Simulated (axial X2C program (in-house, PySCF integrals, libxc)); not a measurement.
# InRu: from the state search to constants, part 2 of 2

Computed with an in-house X2C program for linear molecules on PySCF integrals; all-electron X2C, In dyall-cv3z, Ru dyall-cv3z. The steps go on from the part before.

## Step 9: PBE0, 2c

State followed: Ω = 3/2 (excess of +ω over −ω: ω = 1/2, ω = -3/2, ω = 5/2). The scan is laid around 2.669 Å, a first estimate of the minimum, and this SCF restarts from the orbitals of the search.

Output at 2.669 Å:

```text
two-component X2C + atomic mean field  PBE0
basis functions 279  fitting functions 1321  grid points 5802
iter        total energy     max residual
   1     -10406.474360543     2.57e-01
   2     -10406.476649328     3.63e-04
   3     -10406.476649674     6.91e-05
   4     -10406.476649480     1.01e-04
   5     -10406.476649839     3.92e-05
   6     -10406.476649869     4.63e-06
   7     -10406.476649870     3.04e-06
converged
one-electron -15184.16334698  Coulomb 4651.07595468  exact exchange -72.71753148  xc functional -222.62294665  nuclear repulsion 427.46574250  atomic mean-field constant -5.51452194
```

Along the bond, energies from the lowest point:

```csv
R (Å),E (eV),μ (D),HOMO (eV),LUMO (eV),iterations
2.322,0.4470,0.66,-4.66,-2.35,19
2.429,0.1926,0.74,-4.59,-2.27,18
2.509,0.0768,0.61,-4.57,-2.17,18
2.589,0.0157,0.41,-4.58,-2.13,16
2.669,0.0000,0.19,-4.58,-2.06,7
2.762,0.0253,-0.08,-4.57,-1.96,16
2.856,0.0837,-0.36,-4.56,-1.90,16
2.976,0.1909,-0.72,-4.53,-1.90,15
3.123,0.3491,-1.16,-4.49,-1.94,15
3.336,0.5981,-1.77,-4.40,-2.04,15
```

Dipoles are positive if Ru is the positive end.

Outer spinors at the reference distance:

```json
{"ω": "-3/2", "occupied": "yes", "ε (eV)": "-21.20", "atomic character": "100% In d", "λ mixture": "85% δ, 15% π"}
{"ω": "3/2", "occupied": "yes", "ε (eV)": "-21.19", "atomic character": "100% In d", "λ mixture": "86% δ, 14% π"}
{"ω": "1/2", "occupied": "yes", "ε (eV)": "-21.04", "atomic character": "99% In d", "λ mixture": "63% π, 37% σ"}
{"ω": "-1/2", "occupied": "yes", "ε (eV)": "-21.03", "atomic character": "99% In d", "λ mixture": "59% π, 41% σ"}
{"ω": "-5/2", "occupied": "yes", "ε (eV)": "-20.40", "atomic character": "100% In d", "λ mixture": "100% δ"}
{"ω": "5/2", "occupied": "yes", "ε (eV)": "-20.39", "atomic character": "100% In d", "λ mixture": "100% δ"}
{"ω": "-3/2", "occupied": "yes", "ε (eV)": "-20.25", "atomic character": "100% In d", "λ mixture": "85% π, 15% δ"}
{"ω": "3/2", "occupied": "yes", "ε (eV)": "-20.22", "atomic character": "100% In d", "λ mixture": "86% π, 14% δ"}
{"ω": "-1/2", "occupied": "yes", "ε (eV)": "-20.20", "atomic character": "99% In d", "λ mixture": "59% σ, 41% π"}
{"ω": "1/2", "occupied": "yes", "ε (eV)": "-20.19", "atomic character": "99% In d", "λ mixture": "63% σ, 37% π"}
{"ω": "-1/2", "occupied": "yes", "ε (eV)": "-9.43", "atomic character": "66% In s, 12% Ru s, 12% Ru p", "λ mixture": "100% σ"}
{"ω": "1/2", "occupied": "yes", "ε (eV)": "-9.33", "atomic character": "58% In s, 21% Ru d, 11% Ru s", "λ mixture": "100% σ"}
{"ω": "-3/2", "occupied": "yes", "ε (eV)": "-8.31", "atomic character": "100% Ru d", "λ mixture": "100% δ"}
{"ω": "5/2", "occupied": "yes", "ε (eV)": "-8.04", "atomic character": "100% Ru d", "λ mixture": "100% δ"}
{"ω": "1/2", "occupied": "yes", "ε (eV)": "-7.22", "atomic character": "77% Ru d, 11% Ru s, 9% In s", "λ mixture": "99% σ, 1% π"}
{"ω": "-1/2", "occupied": "yes", "ε (eV)": "-7.06", "atomic character": "96% Ru d, 2% In p", "λ mixture": "99% π, 1% σ"}
{"ω": "3/2", "occupied": "yes", "ε (eV)": "-6.93", "atomic character": "96% Ru d, 2% In p", "λ mixture": "99% π, 1% δ"}
{"ω": "1/2", "occupied": "yes", "ε (eV)": "-5.75", "atomic character": "91% Ru d, 6% In p", "λ mixture": "99% π, 1% σ"}
{"ω": "-3/2", "occupied": "yes", "ε (eV)": "-5.64", "atomic character": "91% Ru d, 6% In p", "λ mixture": "100% π"}
{"ω": "1/2", "occupied": "yes", "ε (eV)": "-4.84", "atomic character": "44% Ru s, 39% In p, 7% In s", "λ mixture": "100% σ"}
{"ω": "-1/2", "occupied": "yes", "ε (eV)": "-4.58", "atomic character": "55% In p, 19% Ru s, 16% Ru d", "λ mixture": "99% σ, 1% π"}
{"ω": "3/2", "occupied": "no", "ε (eV)": "-2.06", "atomic character": "96% Ru d, 2% In p", "λ mixture": "97% δ, 3% π"}
{"ω": "-1/2", "occupied": "no", "ε (eV)": "-1.96", "atomic character": "38% Ru d, 26% Ru s, 23% In p", "λ mixture": "70% σ, 30% π"}
{"ω": "-5/2", "occupied": "no", "ε (eV)": "-1.85", "atomic character": "99% Ru d", "λ mixture": "100% δ"}
{"ω": "-1/2", "occupied": "no", "ε (eV)": "-1.84", "atomic character": "43% In p, 24% Ru p, 23% Ru d", "λ mixture": "70% π, 30% σ"}
```

PBE0 fields in the half plane through the axis: z from -2.4 to 4.8 Å across, distance from the axis 0.15 to 2.25 Å upwards; In lies at z = 0 and Ru at z = 2.669 Å; the ELF is damped to zero where the density is low.

log10 density (e/bohr³). Ten even steps from ' ' (-3.87 ) to '@' (1.81 ):
```
        ....................................      
    ......::::::::::::::::::::::::::::::......    
  ....::::::::::::::::::::::::::::::::::::::....  
....::::::--------------------------------::::....
..::::::----==========------============----::::..
..::::----==++++++++==========++++++++++==----::..
..::----====++######++======++****##**++==----::..
..::----==++**##@@##**++====++**##@@##**++==--::::
```

ELF. Ten even steps from ' ' (0.01 ) to '@' (0.94 ):
```
    ..::----::..          ..::::..............    
  ::==****++==--::......::------::....::::::::..  
::++##%%%%**++--::::::::--====--::..::::----::::..
++%%@@@@%%**==--::::::--==++==--::..::::------::..
##@@@@@@##++--::::::::::==++==----::----------::..
%%@@@@%%**--::======::::======++******++--::::::..
@@@@@@%%++::==######==::------####++%%**--::......
@@@@@@%%==--**--##--**::::::--##::**..**--........
```

Re = 2.661 Å, ωe = 167.8 cm⁻¹, ωexe = 0.599 cm⁻¹, Be = 0.04407 cm⁻¹, De = 1.72 eV, μ = 0.21 D.

## Step 10: HF, 2c

The SCF at the reference distance of 2.669 Å:

```text
two-component X2C + atomic mean field  HF
basis functions 279  fitting functions 1321  grid points 5802
iter        total energy     max residual
   1     -10402.006297674     3.27e-01
   2     -10402.051513724     8.14e-03
   3     -10402.057252272     6.23e-03
   4     -10402.060301818     4.09e-03
   5     -10402.061849082     2.43e-03
   6     -10402.062960144     2.01e-03
   7     -10402.063468011     1.66e-03
   8     -10402.063768093     1.15e-03
   9     -10402.064147313     5.40e-04
  10     -10402.064290841     3.87e-04
  11     -10402.064338548     3.63e-04
  12     -10402.064396820     3.17e-04
  13     -10402.064442031     2.99e-04
  14     -10402.064505171     2.71e-04
  15     -10402.064567782     2.31e-04
  16     -10402.064654823     1.78e-04
  17     -10402.064726759     1.02e-04
  18     -10402.064731195     1.00e-04
  19     -10402.064740797     7.32e-05
  20     -10402.064744847     4.21e-05
  21     -10402.064745994     2.43e-05
  22     -10402.064746276     1.53e-05
  23     -10402.064746345     3.01e-05
  24     -10402.064746359     2.81e-05
  25     -10402.064746405     1.53e-05
  26     -10402.064746412     1.25e-05
  27     -10402.064746419     7.48e-06
  28     -10402.064746421     5.68e-06
  29     -10402.064746423     3.33e-06
  30     -10402.064746424     2.05e-06
converged
one-electron -15182.94962246  Coulomb 4650.02123575  exact exchange -291.08758027  xc functional 0.00000000  nuclear repulsion 427.46574250  atomic mean-field constant -5.51452194
```

Re = 2.906 Å, ωe = 112.3 cm⁻¹, ωexe = 0.667 cm⁻¹, Be = 0.03696 cm⁻¹, De = 0.149 eV, μ = -0.33 D.

## Step 11: PBE50, 2c

The SCF at the reference distance of 2.669 Å:

```text
two-component X2C + atomic mean field  PBE50
basis functions 279  fitting functions 1321  grid points 5802
iter        total energy     max residual
   1     -10406.600495002     1.10e-01
   2     -10406.606348984     3.52e-03
   3     -10406.606477391     5.97e-03
   4     -10406.607306562     1.60e-03
   5     -10406.607473050     1.04e-03
   6     -10406.607627420     7.86e-04
   7     -10406.607738093     2.52e-04
   8     -10406.607753140     1.79e-04
   9     -10406.607757544     8.39e-05
  10     -10406.607759249     4.89e-05
  11     -10406.607760240     2.44e-05
  12     -10406.607760447     1.32e-05
  13     -10406.607760522     4.77e-06
  14     -10406.607760533     3.21e-06
  15     -10406.607760536     2.40e-06
  16     -10406.607760538     1.63e-06
converged
one-electron -15184.83708910  Coulomb 4651.82479575  exact exchange -145.48943952  xc functional -150.05724823  nuclear repulsion 427.46574250  atomic mean-field constant -5.51452194
```

Re = 2.698 Å, ωe = 163.0 cm⁻¹, ωexe = 0.487 cm⁻¹, Be = 0.04289 cm⁻¹, De = 1.31 eV, μ = 0.50 D.

## Step 12: Correlated methods, 2c

Correlated methods: 11 electrons correlated (frozen shells, counted by type: In 4 s, 3 p, 2 d; Ru 4 s, 3 p, 1 d), 353 virtual spinors in MP2, 90 natural virtuals in coupled cluster.

Output of the correlated part at 2.669 Å:

```text
correlated 11  virtual 353  natural virtual 90  E(MP2) -0.266720591  MP2 remainder -0.017190332
iter   CCSD correlation   residual
   1     -0.248873618   1.52e-01
   2     -0.256867764   8.19e-02
   3     -0.261415037   5.18e-02
   4     -0.262900353   3.06e-02
   5     -0.264324615   1.80e-02
   6     -0.264648525   8.39e-03
   7     -0.264707909   4.79e-03
   8     -0.264787869   2.95e-03
   9     -0.264768077   1.57e-03
  10     -0.264786763   6.84e-04
  11     -0.264778298   3.41e-04
  12     -0.264779691   1.68e-04
  13     -0.264779013   8.29e-05
  14     -0.264778254   4.44e-05
  15     -0.264777635   2.37e-05
  16     -0.264777088   1.36e-05
  17     -0.264776744   8.24e-06
  18     -0.264776536   5.66e-06
  19     -0.264776360   3.75e-06
  20     -0.264776338   2.18e-06
  21     -0.264776314   1.21e-06
  22     -0.264776314   6.44e-07
(T) -0.014625831  T1 0.0872  D1 0.2466  max T2 0.073
```

MP2: No constants are quoted: the reference is strongly spin-contaminated.

CCSD: Re = 2.734 Å, ωe = 164.0 cm⁻¹, ωexe = 0.423 cm⁻¹, Be = 0.04175 cm⁻¹, De = 1.26 eV. T1 at Re = 0.060 (Lee–Taylor, the printed value over √2).

CCSD(T): Re = 2.718 Å, ωe = 171.4 cm⁻¹, ωexe = 0.411 cm⁻¹, Be = 0.04226 cm⁻¹, De = 1.41 eV. T1 at Re = 0.061 (Lee–Taylor, the printed value over √2).

## Step 13: A higher determinant, 2c

State: Ω = 9/2 (excess of +ω over −ω: ω = 1/2, ω = 3/2, ω = 5/2).

Output at the reference distance:

```text
two-component X2C + atomic mean field  PBE0
basis functions 279  fitting functions 1321  grid points 5802
iter        total energy     max residual
   1     -10406.464225686     2.52e-01
   2     -10406.466457961     3.51e-04
   3     -10406.466458244     7.44e-05
   4     -10406.466457967     1.31e-04
   5     -10406.466458449     4.35e-05
   6     -10406.466458488     9.52e-06
   7     -10406.466458494     6.57e-06
   8     -10406.466458502     4.32e-06
   9     -10406.466458511     2.29e-06
  10     -10406.466458513     1.01e-06
converged
one-electron -15185.06409261  Coulomb 4651.98476726  exact exchange -72.71685412  xc functional -222.62149961  nuclear repulsion 427.46574250  atomic mean-field constant -5.51452194
```

```csv
R (Å),E above the lowest PBE0 point (eV)
2.322,0.780
2.429,0.487
2.509,0.369
2.589,0.305
2.669,0.277
2.762,0.281
2.856,0.314
2.976,0.389
3.123,0.511
```

Re = 2.705 Å, ωe = 141.3 cm⁻¹, ωexe = 0.053 cm⁻¹, Be = 0.04265 cm⁻¹, μ = -0.04 D. Te = 0.27 eV. As a difference of two determinants it need not be a gap between pure terms.

## Step 14: The 2c curves together

Energy (eV) of the followed determinant, 2c, from each level's lowest point:

```csv
R (Å),PBE0,HF,MP2 (spin-contaminated),CCSD,CCSD(T),PBE50
2.322,0.447,1.072,0.796,n/a,n/a,0.636
2.429,0.193,0.598,0.353,0.384,0.361,0.277
2.509,0.077,0.362,0.159,0.184,0.164,0.120
2.589,0.016,0.201,0.049,0.067,0.052,0.034
2.669,0.000,0.097,0.000,0.010,0.002,0.000
2.762,0.025,0.029,0.000,0.000,0.000,0.008
2.856,0.084,0.000,0.042,0.032,0.041,0.051
2.976,0.191,0.002,0.136,0.114,0.137,0.141
3.123,0.349,0.040,0.285,n/a,n/a,0.280
3.336,0.598,0.123,0.525,n/a,n/a,0.503
```

Time for the job: 6.4 min (1 thread of Arm Neoverse V2, shared host); peak memory 0.86 GiB.

## Step 15: What came out

What follows sums up all 2 parts.

Lowest determinant that the search found at its distance, spin-free: M_S = 3/2, Λ = 0 (beyond closed shells: σα, δ+α, δ-α).

Lowest determinant that the search found at its distance, 2c: Ω = 3/2 (excess of +ω over −ω: ω = 1/2, ω = -3/2, ω = 5/2).

```csv
Hamiltonian,level,Re (Å),ωe (cm⁻¹),De (eV),μ (D)
spin-free,PBE0,2.663,168.4,1.92,0.18
spin-free,HF,2.904,114.9,0.394,-0.77
spin-free,CCSD,2.732,163.8,1.52,n/a
spin-free,CCSD(T),2.715,170.8,1.68,n/a
spin-free,PBE50,2.698,163.4,1.52,0.46
2c,PBE0,2.661,167.8,1.72,0.21
2c,HF,2.906,112.3,0.149,-0.33
2c,CCSD,2.734,164.0,1.26,n/a
2c,CCSD(T),2.718,171.4,1.41,n/a
2c,PBE50,2.698,163.0,1.31,0.50
```

Dipoles are positive if Ru is the positive end. No constants: spin-free MP2 (the reference is strongly spin-contaminated); 2c MP2 (the reference is strongly spin-contaminated). Spin-free ⟨S²⟩ is off its pure value at HF 4.34.

Time per point (s) on 1 thread of Arm Neoverse V2, shared host (2c runs; CCSD comes with the CCSD(T) run); the times are rough: PBE0 2.7, HF 3.1, CCSD(T) 10, PBE50 2.9.

**Reading.** At CCSD(T), going from spin-free to two-component changes Re by +3 mÅ, ωe by +0.3 %, which is small (part of it comes from the scalar share of the two-electron terms). It costs about 1.5 times the time. De moves by -0.28 eV; both De rest on single-determinant atoms, which can miss part of an open shell's spin–orbit lowering.

De refers to In + Ru, each in the lowest determinant found, which need not be this curve's own limit. Each curve is one determinant whose occupation by symmetry is held fixed; it was picked as the lowest of a PBE0 search that is not exhaustive. Dissociation energies refer to the lowest single-determinant-based atoms at the same level and basis. Density functionals use the spin component along the axis (collinear). Coupled cluster ran in a truncated set of natural virtual spinors; the MP2 energy of the rest was added. With several unpaired electrons one determinant need not be a pure state. The spin-free determinant is spin-contaminated at some levels. With the outer-core shells frozen, correlated bond lengths of heavy atoms tend to come out a few hundredths of an ångström too long. T1 at Re is 0.061 (Lee–Taylor), above the customary mark of 0.02.
